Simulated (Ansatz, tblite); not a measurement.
# The cluster Cr3S3−: rung by rung

Aim: run the doublet of the cluster Cr3S3− at one geometry on many levels, and compare frontier levels, spin and run time.

The runs use Ansatz 0.2.0, Gaussian basis; as each input shows.

Plan: GFN1-xTB, GFN2-xTB, PBE-D4/def2-TZVPD, r2SCAN-D4/def2-TZVPD, LC-ωPBE/def2-TZVPD, BLYP-D4/def2-TZVPD, MP2/def2-TZVPD, RPA/def2-TZVPD.

5 further runs of the same task are left out: 3 that didn't finish, 2 set aside as unsound or not needed. Runs told in other sessions of the task aren't counted.

## (1) The relaxed structure

The geometry is that of the doublet, from an earlier relaxation (PBE-D4/def2-SVPD). At that level it is the lowest of the isomers that a small search found.

6 atoms, charge -1, spin multiplicity 2.

Bond lengths: Cr1–S4 2.227 Å, Cr1–S5 2.182 Å, Cr2–S5 2.363 Å, Cr2–S6 2.363 Å, Cr3–S4 2.227 Å, Cr3–S6 2.182 Å. Angles: S4–Cr1–S5 152.0°, S5–Cr2–S6 165.1°, S4–Cr3–S6 152.0°, Cr1–S4–Cr3 68.3°, Cr1–S5–Cr2 67.2°, Cr2–S6–Cr3 67.2°.

No spin-orbit coupling is included. The ion is computed in the gas phase, without counter-ions or solvent.

PBE0-D4/def2-TZVPD was run before; its log isn't repeated, and its numbers join the tables.

## (2) GFN1-xTB

Tight binding, by tblite at 300 K electronic temperature and without a spin-polarisation term:

```python
tblite.interface.Calculator('GFN1-xTB', numbers, positions, charge=-1, uhf=1).singlepoint()
```

Energy -462.7099 eV; 0.011 s.

## (3) GFN2-xTB

Tight binding, by tblite at 300 K electronic temperature and without a spin-polarisation term:

```python
tblite.interface.Calculator('GFN2-xTB', numbers, positions, charge=-1, uhf=1).singlepoint()
```

Energy -434.7120 eV; 0.038 s.

## (4) PBE-D4/def2-TZVPD

start.molden holds the orbitals of an earlier run on this state, given as this run's starting guess.

File in.yaml:

```yaml
crystal:
  periodic: [false, false, false]
  atoms:
    - {symbol: Cr, position_ang: [-0.268176, -1.087816, 0.934995]}
    - {symbol: Cr, position_ang: [-0.223714, 1.382241, 0.441063]}
    - {symbol: Cr, position_ang: [-0.044808, -0.297724, -1.427855]}
    - {symbol: S, position_ang: [0.830530, -2.194044, -0.655134]}
    - {symbol: S, position_ang: [-0.356439, 0.358720, 2.566500]}
    - {symbol: S, position_ang: [0.062607, 1.838623, -1.859558]}
basis:
  gaussian: {orbitals: def2-TZVPD, initial_orbitals: start.molden}
total_charge: -1
magnetization: {spin_polarized: true, initial_magnetization: 1}
hamiltonian: {xc: pbe, dispersion: d4}
scf: {omitted_lower_state_checks: [starts]}
output: {forces: true, orbitals: {seedname: orbitals}}
```

Run with:

```sh
$ ansatz run in.yaml --threads 4 --pin off --events-out ev --progress --plain --max-ram 4787MiB
```

After this run come: r2SCAN-D4/def2-TZVPD; LC-ωPBE/def2-TZVPD; BLYP-D4/def2-TZVPD; MP2/def2-TZVPD; RPA/def2-TZVPD.

Q: Predict the results of all the runs planned. Wanted: gap in def2-TZVPD, named functionals, smallest and largest; correlation energy, MP2/def2-TZVPD; ⟨S²⟩ in def2-TZVPD, named functionals, smallest and largest.

As calculated:

```
                                                   quantity                                value
 gap in def2-TZVPD, named functionals, smallest and largest  0.09 eV (PBE-D4), 7.23 eV (LC-ωPBE)
                         correlation energy, MP2/def2-TZVPD                            -44.53 eV
⟨S²⟩ in def2-TZVPD, named functionals, smallest and largest                         4.616, 6.013
```

What this shows: Orbital gaps of the named functionals in def2-TZVPD span 0.09 eV (PBE-D4) to 7.23 eV (LC-ωPBE); exact exchange widens it. Over the named functionals in def2-TZVPD spin contamination reaches 5.26 (LC-ωPBE), and every level is far from pure, so all describe a mixture with higher spin. BLYP-D4 puts the HOMO above zero; others here keep it below zero, so the sign hangs on the functional's self-interaction and doesn't show that the species is unbound.
